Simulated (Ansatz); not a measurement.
# Si: the cost of one run

Method: DFT PBE+D3(BJ), plane waves, PAW, scalar-relativistic, collinear spin, in Ansatz 0.2.0.

## Step 1: The starting structure

The cell holds 63 atoms (Si63): a = 10.860 Å, b = 10.860 Å, c = 10.860 Å, α = 90.00°, β = 90.00°, γ = 90.00°.

The coordinates stand in the first input below.

## Step 2: End point A

Input file input.yaml:

```yaml
crystal:
  lattice:
    - [10.86, 0.0, 0.0]
    - [0.0, 10.86, 0.0]
    - [0.0, 0.0, 10.86]
  atoms:
    - { symbol: Si, position: [0.5035942, -0.000449, -0.00429] }
    - { symbol: Si, position: [0.6234365, 0.1268306, 0.1261895] }
    - { symbol: Si, position: [0.7490449, 0.2483754, 0.0002541] }
    - { symbol: Si, position: [0.87458, 0.3795724, 0.1302837] }
    - { symbol: Si, position: [0.7502052, -0.0014364, 0.2509072] }
    - { symbol: Si, position: [0.8726664, 0.1251063, 0.3778726] }
    - { symbol: Si, position: [-0.0002101, 0.0027179, 0.0034442] }
    - { symbol: Si, position: [0.1322429, 0.1211472, 0.121447] }
    - { symbol: Si, position: [0.2512275, 0.2484307, -0.0030458] }
    - { symbol: Si, position: [0.3741787, 0.3750263, 0.1246517] }
    - { symbol: Si, position: [0.502441, 0.500462, -0.000549] }
    - { symbol: Si, position: [0.6284985, 0.6208239, 0.1238243] }
    - { symbol: Si, position: [0.7499485, 0.7519963, -0.0002564] }
    - { symbol: Si, position: [0.8714837, 0.8772767, 0.1258305] }
    - { symbol: Si, position: [0.246016, 0.002064, 0.251691] }
    - { symbol: Si, position: [0.3718297, 0.1289321, 0.376255] }
    - { symbol: Si, position: [0.4968383, 0.248489, 0.248582] }
    - { symbol: Si, position: [0.6221677, 0.376184, 0.374428] }
    - { symbol: Si, position: [0.7478971, 0.5019578, 0.2503237] }
    - { symbol: Si, position: [0.8745305, 0.6227168, 0.374922] }
    - { symbol: Si, position: [0.4959639, 0.0033329, 0.4953727] }
    - { symbol: Si, position: [0.625952, 0.1268904, 0.6260736] }
    - { symbol: Si, position: [0.7460872, 0.2472466, 0.5020206] }
    - { symbol: Si, position: [0.8791178, 0.3731026, 0.6304757] }
    - { symbol: Si, position: [0.7451791, 0.0016023, 0.7522032] }
    - { symbol: Si, position: [0.8768727, 0.1283771, 0.8759458] }
    - { symbol: Si, position: [-0.001315, 0.5004795, 0.0011653] }
    - { symbol: Si, position: [0.1212523, 0.6283373, 0.1223741] }
    - { symbol: Si, position: [0.2501966, 0.7525027, -0.0006887] }
    - { symbol: Si, position: [0.3757595, 0.878861, 0.1268685] }
    - { symbol: Si, position: [0.0008856, 0.2489108, 0.252419] }
    - { symbol: Si, position: [0.1232544, 0.3773533, 0.3760085] }
    - { symbol: Si, position: [0.2566963, 0.4973376, 0.2502089] }
    - { symbol: Si, position: [0.3765433, 0.6265676, 0.3726509] }
    - { symbol: Si, position: [0.5037941, 0.7493789, 0.2507084] }
    - { symbol: Si, position: [0.625795, 0.8750939, 0.3731091] }
    - { symbol: Si, position: [0.0003849, -0.0022096, 0.4985705] }
    - { symbol: Si, position: [0.1215227, 0.124782, 0.6232885] }
    - { symbol: Si, position: [0.2475794, 0.2487253, 0.4985288] }
    - { symbol: Si, position: [0.3764096, 0.3793273, 0.6215982], spin: 1.0 }
    - { symbol: Si, position: [0.4990105, 0.500815, 0.4990563] }
    - { symbol: Si, position: [0.6282049, 0.6204517, 0.6276377] }
    - { symbol: Si, position: [0.7515426, 0.7499947, 0.5015592] }
    - { symbol: Si, position: [0.8760193, 0.876116, 0.624235] }
    - { symbol: Si, position: [0.2457673, -0.0003093, 0.7516664] }
    - { symbol: Si, position: [0.3777659, 0.1243424, 0.8756551] }
    - { symbol: Si, position: [0.4948832, 0.2500632, 0.7475201] }
    - { symbol: Si, position: [0.6248045, 0.3718579, 0.874462] }
    - { symbol: Si, position: [0.7511891, 0.4997711, 0.7464398] }
    - { symbol: Si, position: [0.8715592, 0.6248364, 0.8758009] }
    - { symbol: Si, position: [-0.0033739, 0.7462309, 0.2452933] }
    - { symbol: Si, position: [0.1214436, 0.8725423, 0.3782031] }
    - { symbol: Si, position: [-0.0044712, 0.5027199, 0.5013969] }
    - { symbol: Si, position: [0.1253378, 0.624455, 0.6189204] }
    - { symbol: Si, position: [0.2525603, 0.7497132, 0.4964894] }
    - { symbol: Si, position: [0.3771495, 0.8714159, 0.628488] }
    - { symbol: Si, position: [0.0005812, 0.259277, 0.7516295] }
    - { symbol: Si, position: [0.1238376, 0.3744075, 0.8780879] }
    - { symbol: Si, position: [0.376872, 0.6217877, 0.8752155] }
    - { symbol: Si, position: [0.5045807, 0.751877, 0.7487356] }
    - { symbol: Si, position: [0.6264716, 0.8723968, 0.8731307] }
    - { symbol: Si, position: [0.0002397, 0.751193, 0.7535581] }
    - { symbol: Si, position: [0.1245298, 0.8754424, 0.87227] }
magnetization:
  spin_polarized: true
total_charge: -1
basis:
  ecutwfc: 420.0
kpoints:
  mp_grid: { grid: [1, 1, 1] }
hamiltonian:
  xc: pbe
  dispersion: d3bj
  pseudopotentials: { kind: paw, azcp: { folder: soft_1 } }
scf:
  occupations: { method: gaussian, width: 0.05 }
  lower_state_search: "off"
relax:
  f_tol: 0.03
  max_steps: 60
  adjacent_minimum: "off"
```

Command:

```sh
> ansatz run input.yaml --threads 4 --pin off --max-ram 10240MiB --backend cpu --events-out ev --progress --plain --runs-dir out
```

Q: Estimate wall time and peak memory on 4 threads of Arm Neoverse V2, shared host.

About 58 s, with a peak of 1.6 GiB.
